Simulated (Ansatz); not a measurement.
**AsH2 (doublet): the correlation ladder at angle H2–As1–H3 = 139.9°, cc-pVDZ**

How much of the correlation energy of AsH2 (doublet) does each wave-function method recover here?

The runs use Ansatz 0.2.0, Gaussian basis; cc-pVDZ, core rule «outside noble gas», up to 14 orbitals frozen.

Plan: UHF; CCSD(T) on ROHF; CCSD(T) on UHF; BCCD(T) on ROHF; CISD; CCSDT(Q) on ROHF; CCSDT(Q) on UHF; CASSCF and MRCISD+Q, 3 electrons in 3 orbitals; CASSCF and NEVPT2, 3 electrons in 3 orbitals; CASSCF and MRCISD+Q, 7 electrons in 6 orbitals; CASSCF and NEVPT4(SD), 7 electrons in 6 orbitals; CASSCF and NEVPT2, 7 electrons in 6 orbitals; Full CI.

11 further runs of the same task are left out: 7 that didn't finish, 4 set aside as unsound or not needed.

**1. What is computed**

The geometry derives from a PBE0/def2-TZVP stationary point (not a proven minimum). One angle is set to the value named; bond lengths are kept. No spin-orbit coupling is included. The filled d shell of As may be among the frozen orbitals whatever the setting's name suggests; the logs give the count.

3 atoms, charge 0, spin multiplicity 2.

Atoms are counted from 1 here; the program's logs count them from 0.

Bond lengths: As1–H2 1.526 Å, As1–H3 1.526 Å. Angles: H2–As1–H3 139.9°.

Coordinates:

```xyz
3

As    0.0000   -0.0137    0.0000
H     0.0000    0.5096   -1.4338
H     0.0000    0.5096    1.4338
```

**2. UHF**

in.yaml reads:

```yaml
crystal:
  periodic: [false, false, false]
  atoms:
    - {symbol: As, position_ang: [0.000000, -0.013711, 0.000000]}
    - {symbol: H, position_ang: [0.000000, 0.509579, -1.433812]}
    - {symbol: H, position_ang: [0.000000, 0.509566, 1.433817]}
basis:
  gaussian: {orbitals: cc-pVDZ}
magnetization: {spin_polarized: true, initial_magnetization: 1}
hamiltonian: {xc: hf}
output: {orbitals: {seedname: orbitals}}
```

On the command line:

```sh
ansatz run in.yaml --threads 1 --pin off --events-out ev --progress --plain --max-ram 2393MiB
```

After this run come: CCSD(T) on ROHF; CCSD(T) on UHF; BCCD(T) on ROHF; CISD; CCSDT(Q) on ROHF; CCSDT(Q) on UHF; CASSCF and MRCISD+Q, 3 electrons in 3 orbitals; CASSCF and NEVPT2, 3 electrons in 3 orbitals; CASSCF and MRCISD+Q, 7 electrons in 6 orbitals; CASSCF and NEVPT4(SD), 7 electrons in 6 orbitals; CASSCF and NEVPT2, 7 electrons in 6 orbitals; Full CI.

Q: Predict the results of all the runs planned. Wanted: FCI below the RHF energy; RMP2 from FCI; UMP2 from FCI; RCCSD from FCI; RCCSD(T) from FCI; UCCSD(T) from FCI; RCCSDT(Q) from FCI; UCCSDT(Q) from FCI; NEVPT2 pair from FCI.

**Answer**, as computed:

| quantity | value |
| --- | --- |
| FCI below the RHF energy | -3.6160 eV |
| RMP2 from FCI | +776.1 meV |
| UMP2 from FCI | +781.0 meV |
| RCCSD from FCI | +97.6 meV |
| RCCSD(T) from FCI | +20.2 meV |
| UCCSD(T) from FCI | +17.3 meV |
| RCCSDT(Q) from FCI | +0.3 meV |
| UCCSDT(Q) from FCI | -2.7 meV |
| NEVPT2 pair from FCI | +725.9 meV |
| MRCISD+Q pair from FCI | -17.3 meV |
| NEVPT2 valence from FCI | +626.0 meV |
| levels within 1 kcal/mol (43 meV) | RCCSD(T), UCCSD(T), BCCD(T), RCCSDT, UCCSDT, RCCSDT(Q), UCCSDT(Q), MRCISD+Q pair, MRCISD+Q valence |
| T1 diagnostic | 0.017 |
| effectively unpaired electrons | 1.06 |

RCCSD(T) lands +20.2 meV from the yardstick (0.6 % of the correlation energy). UCCSDT(Q), MRCISD+Q pair, MRCISD+Q valence fall below full CI: unrestricted runs freeze a spin-polarised core, another one than full CI's, and coupled cluster isn't variational. One determinant dominates. Of the multireference levels listed MRCISD+Q valence comes nearest in total energy (-7.4 meV), which doesn't show that its space is the better one. These misses are within one basis, not against nature; the frozen cores of restricted and unrestricted runs differ, which can shift their rows.
